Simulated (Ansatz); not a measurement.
**GaC+ (singlet): from Hartree-Fock to the top rungs at distance C1–Ga2 = 1.860 Å, cc-pVDZ**

An exercise on one series of results from a longer session: the logs are not shown, and one member is left open.

The runs use Ansatz 0.2.0, Gaussian basis; cc-pVDZ, core rule «outside noble gas», up to 15 orbitals frozen.

The runs, in order: UHF; CCSD(T) on RHF; CCSD(T) on UHF; BCCD(T) on RHF; CISD; CCSDT(Q) on RHF; CCSDT(Q) on UHF; CCSDTQ on RHF; CASSCF and MRCISD+Q, 2 electrons in 2 orbitals; CASSCF and NEVPT2, 2 electrons in 2 orbitals; Full CI.

35 further runs of the same task are left out: 9 for a known fault of the program, 19 that didn't finish, 7 set aside as unsound or not needed. Runs told in other sessions of the task aren't counted.

## The system

The geometry derives from a PBE0/def2-TZVP stationary point (not a proven minimum). One bond is set to the value named and the two fragments are kept rigid. No spin-orbit coupling is included. The filled d shell of Ga may be among the frozen orbitals whatever the setting's name suggests.

2 atoms, charge 1, spin multiplicity 1.

Atoms are counted from 1 here; the program's logs count them from 0.

Bond lengths: C1–Ga2 1.860 Å.

The first run:

in.yaml

```yaml
crystal:
  periodic: [false, false, false]
  atoms:
    - {symbol: C, position_ang: [0.000000, 0.000000, 0.000000]}
    - {symbol: Ga, position_ang: [0.000000, 0.000000, 1.860000]}
basis:
  gaussian: {orbitals: cc-pVDZ}
total_charge: 1
magnetization: {spin_polarized: true, initial_magnetization: 0}
hamiltonian: {xc: hf}
output: {orbitals: {seedname: orbitals}}
```

Run with:

```
ansatz run in.yaml --threads 1 --pin off --events-out ev --progress --plain --max-ram 2393MiB
```

Among the steps run: UHF; CCSD(T) on RHF; CCSD(T) on UHF; BCCD(T) on RHF; CISD; CCSDT(Q) on RHF; CCSDT(Q) on UHF; CCSDTQ on RHF; CASSCF and MRCISD+Q, 2 electrons in 2 orbitals; CASSCF and NEVPT2, 2 electrons in 2 orbitals; Full CI.

One of the session's tables, all rows but one given; the rest of the session is left out.

```
   method  from FCI (meV)
      RHF               ?
     RMP2         +1676.2
    RCCSD          +531.5
 RCCSD(T)          +260.6
  BCCD(T)          +272.4
   RCCSDT           +98.6
RCCSDT(Q)            -2.1
  RCCSDTQ            +3.5
      FCI               0
```

Q: Estimate the row for RHF from the others.

**Answer.** from FCI (meV): +5139.6. In the column «from FCI (meV)» it is the highest.

Not comparable, so not listed: CISD (they don't share determinant, frozen orbitals or solution with the rows shown, or repeat one).

To keep in mind: The report flags that the cluster equations may have other roots. Left out of the table: CASSCF pair, NEVPT2 pair, MRCISD pair, MRCISD+Q pair (the active space lost an orbital or holds another state than full CI finds). Left out of the table: UHF, UMP2, UCCSD, UCCSD(T), UCCSDT, UCCSDT(Q) (another determinant or state than the rows shown). The program flags RCCSD(T), BCCD(T), RCCSDT(Q), RCCSDTQ as in doubt, so those rows may rest on another solution. RCCSDT(Q) falls below full CI, which methods that aren't variational can do.
